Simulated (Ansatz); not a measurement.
Br2, the interaction energy of a dimer with the counterpoise correction

Computed with Ansatz 0.2.0 through its Python package.

The cells in order, each with its output:

**Cell 1**
```python
from dataclasses import dataclass

import ansatz as az
```

**Cell 2**
```python
@dataclass
class RunConfig:
    basis: str = "def2-SVP"
    xc: str = "r2scan"
    vdw: str = "d3bj"
```

**Cell 3**
```python
settings = RunConfig()
```

**Cell 4**
```python
FIRST = [
    ("Br", (0.0, 0.0, -1.115)),
    ("Br", (0.0, 0.0, 1.115)),
]
SECOND = [
    ("Br", (2.4046, -2.8107, 0.8415)),
    ("Br", (4.1567, -2.3149, 2.1287)),
]
```

**Cell 5**
```python
def energy(atoms, ghosts=()):
    molecule = az.Crystal.molecule()
    for symbol, xyz in atoms:
        molecule = molecule.atom(symbol, xyz)
    calc = (
        molecule.calculation()
        .basis(gaussian=settings.basis)
        .functional(settings.xc, dispersion=settings.vdw)
        .scf(lower_state_search="light")
    )
    deck = calc.input()
    if ghosts:
        deck = deck.set(az.key.basis.gaussian.ghost_atoms, [{"symbol": s, "position_ang": list(xyz)} for s, xyz in ghosts])
    return az.Session.from_dict(deck).plan().execute().report["free_energy_ev"]
```

**Cell 6**
```python
# ghost atoms carry the functions of the partner
both = energy(FIRST + SECOND)
alone = energy(FIRST) + energy(SECOND)
ghosted = energy(FIRST, SECOND) + energy(SECOND, FIRST)
print(f"dimer {both:.6f} eV")
print(f"interaction, uncorrected   {(both - alone):8.3f} eV")
print(f"interaction, counterpoise  {(both - ghosted):8.3f} eV")
print(f"basis-set superposition    {(alone - ghosted):8.3f} eV")
```
Output:
```text
DeckWarning: the engine holds no damping parameters fitted to this dispersion correction and functional, so the run takes those fitted to r2scan beside the three-body term, which d3bj leaves out (hamiltonian.dispersion, under Limitations)
dimer -280149.677712 eV
interaction, uncorrected     -0.030 eV
interaction, counterpoise    -0.009 eV
basis-set superposition       0.021 eV
```

Uncorrected it is -0.030 eV, with the counterpoise correction -0.009 eV; the difference, 0.02 eV, is the superposition error.

Caveats:
- The settings weren't tested for convergence.
- Warnings are shown shortened and without file and line.
- The dimer is a generated trial pose of unrelaxed monomers, not a minimum, so the figure is no binding energy, and the basis set is small.
- The spin state was assumed, and another may lie lower.
- A dispersion term here runs with damping parameters fitted for another variant or functional.
- Wall time of the script: 25 s on 1 thread of Arm Neoverse V1, on a shared host, peak memory 0.25 GiB.

(Lines on the test bed's own set-up are left out of the output.)
